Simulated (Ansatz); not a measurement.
# Ca3SbC: the cost of one run

Method: DFT r2SCAN, scalar-relativistic, plane waves, PAW, in Ansatz 0.2.0.

**1. Starting point**

It takes space group Pm-3m (No. 221, cubic). Conventional cell: a = 4.792 Å, b = 4.792 Å, c = 4.792 Å, α = 90.00°, β = 90.00°, γ = 90.00°. Ca (site symmetry 4/mmm) is surrounded by 2 N at 2.40 Å. Ge (site symmetry m-3m) has 12 Ca at 3.39 Å as nearest neighbours. N (site symmetry m-3m) has 6 Ca at 2.40 Å as nearest neighbours.

As a file:

```cif
data_structure
_symmetry_space_group_name_H-M 'Pm-3m'
_symmetry_Int_Tables_number 221
_cell_length_a 4.7921
_cell_length_b 4.7921
_cell_length_c 4.7921
_cell_angle_alpha 90.000
_cell_angle_beta 90.000
_cell_angle_gamma 90.000
_cell_volume 110.05
loop_
_atom_site_label
_atom_site_type_symbol
_atom_site_symmetry_multiplicity
_atom_site_Wyckoff_symbol
_atom_site_fract_x
_atom_site_fract_y
_atom_site_fract_z
_atom_site_occupancy
Ca1 Ca 3 c 0.00000 0.50000 0.50000 1
Ge1 Ge 1 a 0.00000 0.00000 0.00000 1
N1 N 1 b 0.50000 0.50000 0.50000 1
```

This cell was relaxed beforehand with the same method: volume 22.01 Å³/atom, gap on the mesh none (metal).

**2. The substitution Ge → C, N → Sb**

Ca3SbC starts from the relaxed positions of Ca3GeN, with all lengths scaled by 1.023, a guess from tabulated radii.

**3. A first look at the start (Ca3SbC)**

Input file input.yaml:

```yaml
crystal:
  lattice:
    - [4.9008553354, 0.0, 0.0]
    - [0.0, 4.9008553354, 0.0]
    - [0.0, 0.0, 4.9008553354]
  atoms:
    - { symbol: Ca, position: [0.0, 0.5, 0.5] }
    - { symbol: Ca, position: [0.5, 0.0, 0.5] }
    - { symbol: Ca, position: [0.5, 0.5, 0.0] }
    - { symbol: C, position: [0.0, 0.0, 0.0] }
    - { symbol: Sb, position: [0.5, 0.5, 0.5] }
basis:
  ecutwfc: 500
kpoints:
  mp_grid: { grid: [4, 4, 4] }
hamiltonian:
  xc: r2scan
scf:
  occupations: { method: gaussian, width: 0.1 }
output:
  forces: true
  stress: true
  eigenvalues: true
```

On the command line:

```bash
$ ansatz run input.yaml --threads 1 --pin off --max-ram 2560MiB --backend cpu --events-out ev --progress --plain --runs-dir out
```

**Question.** How long does this run take on 1 thread of Arm Neoverse V1, shared host, and how much memory does it need?

About 7.1 s, with a peak of 0.56 GiB.
